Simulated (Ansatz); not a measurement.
**TaCl+ (quartet): from Hartree-Fock to the top rungs, def2-TZVPP**

The task here is to estimate one member of a computed series from the others.

Computed with Ansatz 0.2.0, Gaussian basis. Level: def2-TZVPP, core rule «outside noble gas», up to 9 orbitals frozen.

The runs, in order: UHF; CCSD(T) on ROHF; CCSD(T) on UHF; CCSDT(Q) on ROHF; CCSDT(Q) on UHF.

12 further runs of the same task are left out: 7 for a known fault of the program, 5 set aside as unsound or not needed. Runs told in other sessions of the task aren't counted.

## What is computed

The geometry is a PBE0/def2-TZVP stationary point (not a proven minimum) of the parent state, kept for this charge and spin. No spin-orbit coupling is included. Elements past krypton take def2 core potentials.

2 atoms, charge 1, spin multiplicity 4.

Atoms are counted from 1 here; the program's logs count them from 0.

Bond lengths: Ta1–Cl2 2.292 Å.

Coordinates:

```xyz
2
ClTa
Ta    0.0000    0.0000    0.0000
Cl    0.0000    0.0000    2.2922
```

Set-up of the first run:

Input file in.yaml:

```yaml
crystal:
  periodic: [false, false, false]
  atoms:
    - {symbol: Ta, position_ang: [0.000000, 0.000000, 0.000000]}
    - {symbol: Cl, position_ang: [0.000000, 0.000000, 2.292200]}
basis:
  gaussian: {orbitals: def2-TZVPP}
total_charge: 1
magnetization: {spin_polarized: true, initial_magnetization: 3}
hamiltonian: {xc: hf}
output: {orbitals: {seedname: orbitals}}
```

Command:

```
$ ansatz run in.yaml --threads 1 --pin off --events-out ev --progress --plain --max-ram 3968MiB --backend cpu
```

Among the steps run: UHF; CCSD(T) on ROHF; CCSD(T) on UHF; CCSDT(Q) on ROHF; CCSDT(Q) on UHF.

One of the session's tables, all rows but one given; the rest of the session is left out.

| method | from RCCSDT(Q) (meV) |
| --- | --- |
| ROHF | +7739.4 |
| UHF | ? |
| RMP2 | +1045.8 |
| UMP2 | +923.7 |
| RCCSD | +456.9 |
| UCCSD | +353.9 |
| RCCSD(T) | +56.1 |
| UCCSD(T) | -42.3 |
| RCCSDT | +18.1 |
| UCCSDT | -78.2 |
| RCCSDT(Q) | 0 |
| UCCSDT(Q) | -107.2 |

Estimate the missing values for UHF.

**Answer.** from RCCSDT(Q) (meV): +7572.0. In the column «from RCCSDT(Q) (meV)» it lies between RMP2 (+1045.8) and ROHF (+7739.4).

The ROHF row is the lowest such solution found; the determinant under the restricted MP2 and coupled-cluster rows lies 0.05 eV higher.

Caveats from the session: Warnings: coupled cluster took another determinant than the lowest. Restricted and unrestricted rows rest on different reference determinants; a gap between their highest levels can come from leftover correlation error, from unlike frozen cores or from another state.
